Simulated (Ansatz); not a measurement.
# C2H4OSi (SMILES OC#C[SiH3]) at CAM-B3LYP/cc-pVDZ

Aim: the electronic atomisation energy of C2H4OSi at CAM-B3LYP/cc-pVDZ, from 5 runs. 

The results are computed with Ansatz 0.2.0.

73 further runs of the same task are left out: 73 set aside as unsound or not needed. Runs told in other sessions of the task aren't counted.

### Step 1. The structure to begin with

C2H4OSi: 8 atoms, total charge 0, spin state singlet. SMILES: `OC#C[SiH3]`. The coordinates come from a PBE0-D4/def2-TZVP relaxation.

Bond lengths: O1–C2 1.296 Å, C2–C3 1.208 Å, C3–Si4 1.808 Å, O1–H5 0.965 Å, Si4–H6 1.485 Å, Si4–H7 1.485 Å, Si4–H8 1.485 Å. Angles: O1–C2–C3 176.6°, C2–C3–Si4 179.5°, C2–O1–H5 110.6°, C3–Si4–H6 110.5°, C3–Si4–H7 109.4°, C3–Si4–H8 110.4°, H6–Si4–H7 108.9°, H6–Si4–H8 108.8°, H7–Si4–H8 108.9°.

### Step 2. The energy at CAM-B3LYP/cc-pVDZ

Input file molecule.yaml:

```yaml
crystal:
  periodic: [false, false, false]
  atoms:
    - {symbol: O, position_ang: [2.579200, 0.927900, 0.488100]}
    - {symbol: C, position_ang: [1.380900, 0.489600, 0.263100]}
    - {symbol: C, position_ang: [0.263000, 0.053700, 0.119800]}
    - {symbol: Si, position_ang: [-1.409600, -0.594800, -0.108400]}
    - {symbol: H, position_ang: [2.920800, 1.394400, -0.284700]}
    - {symbol: H, position_ang: [-2.349500, 0.046300, 0.846200]}
    - {symbol: H, position_ang: [-1.863400, -0.311200, -1.494000]}
    - {symbol: H, position_ang: [-1.429300, -2.063000, 0.114200]}
basis:
  gaussian:
    orbitals: cc-pVDZ
hamiltonian:
  xc: {name: CAM-B3LYP}
accuracy: high
output:
  orbitals: {seedname: orbitals}
```

Run with:

```console
ansatz run molecule.yaml --threads 1 --pin off --max-ram 2610MiB --events-out events.jsonl --progress --plain --runs-dir runs
```

What it wrote:

```text
Warning: RAYON_NUM_THREADS=1 ignored (pool sized by the plan → 1); use --threads N
Functional definition: CAM-B3LYP
  name "CAM-B3LYP"
  parameter alpha = 0.19
  parameter beta = 0.46
  parameter omega = 0.33/bohr
  parameter ac = 0.81
  exchange = (1 - alpha - beta)*b88_x + beta*b88_x_sr(omega) + alpha*exact_x + beta*exact_x_lr(omega)
  correlation = (1 - ac)*vwn5_c + ac*lyp_c
1782 factors; integrals over basis functions are off by at most 3.8e-9 eV
394 factors; integrals over basis functions are off by at most 2.5e-9 eV
mean field evaluation 1: about -12056.1475 eV, gradient 3.9e1 eV
mean field evaluation 2: about -12056.4904 eV, gradient 3.7e1 eV
mean field evaluation 4: about -12059.5296 eV, gradient 2.1e0 eV
mean field evaluation 8: about -12059.6883 eV, gradient 1.4e-1 eV
mean field evaluation 16: about -12059.6884 eV, gradient 2.4e-5 eV
mean field -12059.68835107 eV, -443.1853725514 hartree, gradient 5.2e-8 eV, S^2 0.000000; 0 other end points of the search recorded, 0 dependent functions left out
reference -12059.68837078 eV, -443.1853732757 hartree; 19, 19 occupied and 61, 61 virtual orbitals, 1782 factors
Total energy: -12059.68837078 eV, -443.1853732757 hartree
```

It took 6.9 s on 1 thread of Arm Neoverse V1, shared host; peak memory 0.26 GiB.

### Step 3. The C atom at the same level

Input file job.yaml:

```yaml
crystal:
  periodic: [false, false, false]
  atoms:
    - {symbol: C, position_ang: [0.000000, 0.000000, 0.000000]}
basis:
  gaussian:
    orbitals: cc-pVDZ
magnetization:
  spin_polarized: true
  initial_magnetization: 2
hamiltonian:
  xc: {name: CAM-B3LYP}
accuracy: high
```

Run with:

```console
ansatz run job.yaml --threads 1 --pin off --max-ram 2610MiB --events-out events.jsonl --progress --plain --runs-dir runs
```

What it wrote, cut to the lines that bear on the results:

```text
Warning: RAYON_NUM_THREADS=1 ignored (pool sized by the plan → 1); use --threads N
[... 8 set-up lines as earlier in the session ...]
96 factors; integrals over basis functions are off by at most 1.3e-9 eV
60 factors; integrals over basis functions are off by at most 6.0e-10 eV
mean field evaluation 1: about -1029.3238 eV, gradient 3.1e0 eV
mean field evaluation 2: about -1029.3860 eV, gradient 6.0e-1 eV
mean field evaluation 4: about -1029.3893 eV, gradient 1.5e-1 eV
mean field evaluation 8: about -1029.3894 eV, gradient 4.7e-5 eV
mean field -1029.38944136 eV, -37.8293642247 hartree, gradient 9.3e-8 eV, S^2 2.002372; 0 other end points of the search recorded, 0 dependent functions left out
reference -1029.38945139 eV, -37.8293645934 hartree; 4, 2 occupied and 10, 12 virtual orbitals, 96 factors
Total energy: -1029.38945139 eV, -37.8293645934 hartree
```

Wall time 0.38 s (1 thread of Arm Neoverse V1, shared host).

### Step 4. The H atom

Input file job.yaml:

```yaml
crystal:
  periodic: [false, false, false]
  atoms:
    - {symbol: H, position_ang: [0.000000, 0.000000, 0.000000]}
basis:
  gaussian:
    orbitals: cc-pVDZ
magnetization:
  spin_polarized: true
  initial_magnetization: 1
hamiltonian:
  xc: {name: CAM-B3LYP}
accuracy: high
```

Run the same way, it converges to -0.49789 Eh (log not shown).

### Step 5. The O atom at the same level

Input file in.yaml:

```yaml
crystal:
  periodic: [false, false, false]
  atoms:
    - {symbol: O, position_ang: [0.000000, 0.000000, 0.000000]}
basis:
  gaussian:
    orbitals: cc-pVDZ
magnetization:
  spin_polarized: true
  initial_magnetization: 2
hamiltonian:
  xc: {name: CAM-B3LYP}
accuracy: high
```

Run the same way, it converges to -75.04490 Eh (log not shown).

### Step 6. The Si atom at the same level

Input file job.yaml:

```yaml
crystal:
  periodic: [false, false, false]
  atoms:
    - {symbol: Si, position_ang: [0.000000, 0.000000, 0.000000]}
basis:
  gaussian:
    orbitals: cc-pVDZ
total_charge: 0
magnetization:
  spin_polarized: true
  initial_magnetization: 2
hamiltonian:
  xc: {name: CAM-B3LYP}
accuracy: high
```

Run with:

```console
ansatz run job.yaml --threads 1 --pin off --max-ram 2610MiB --events-out events.jsonl --progress --plain --runs-dir runs
```

What it wrote, cut to the lines that bear on the results:

```text
Warning: RAYON_NUM_THREADS=1 ignored (pool sized by the plan → 1); use --threads N
[... 8 set-up lines as earlier in the session ...]
144 factors; integrals over basis functions are off by at most 3.2e-9 eV
76 factors; integrals over basis functions are off by at most 5.6e-10 eV
mean field evaluation 1: about -7874.1972 eV, gradient 2.0e0 eV
mean field evaluation 2: about -7874.2444 eV, gradient 5.0e-1 eV
mean field evaluation 4: about -7874.2490 eV, gradient 8.6e-2 eV
mean field evaluation 8: about -7874.2491 eV, gradient 2.9e-4 eV
mean field evaluation 16: about -7874.2491 eV, gradient 4.5e-9 eV
mean field -7874.24906536 eV, -289.3733157944 hartree, gradient 4.5e-9 eV, S^2 2.003539; 0 other end points of the search recorded, 0 dependent functions left out
reference -7874.24907566 eV, -289.3733161727 hartree; 8, 6 occupied and 10, 12 virtual orbitals, 144 factors
Total energy: -7874.24907566 eV, -289.3733161727 hartree
```

Run time: 0.7 s. Hardware: 1 thread of Arm Neoverse V1, shared host.

### Step 7. What came out

At CAM-B3LYP/cc-pVDZ:

| quantity | value |
| --- | --- |
| molecule: total energy | -443.18537 Eh |
| molecule: HOMO energy | -8.41 eV |
| molecule: LUMO energy | 1.59 eV |
| molecule: HOMO–LUMO gap | 10.00 eV |
| C atom: total energy | -37.82936 Eh |
| C atom: ⟨S²⟩ | 2.002 |
| H atom: total energy | -0.49789 Eh |
| H atom: ⟨S²⟩ | 0.750 |
| O atom: total energy | -75.04490 Eh |
| O atom: ⟨S²⟩ | 2.002 |
| Si atom: total energy | -289.37332 Eh |
| Si atom: ⟨S²⟩ | 2.004 |
| electronic atomisation energy | 30.391 eV |

**Reading.** Taking the molecule apart into free atoms costs 30.39 eV (701 kcal/mol), before zero-point energy and without spin-orbit coupling.
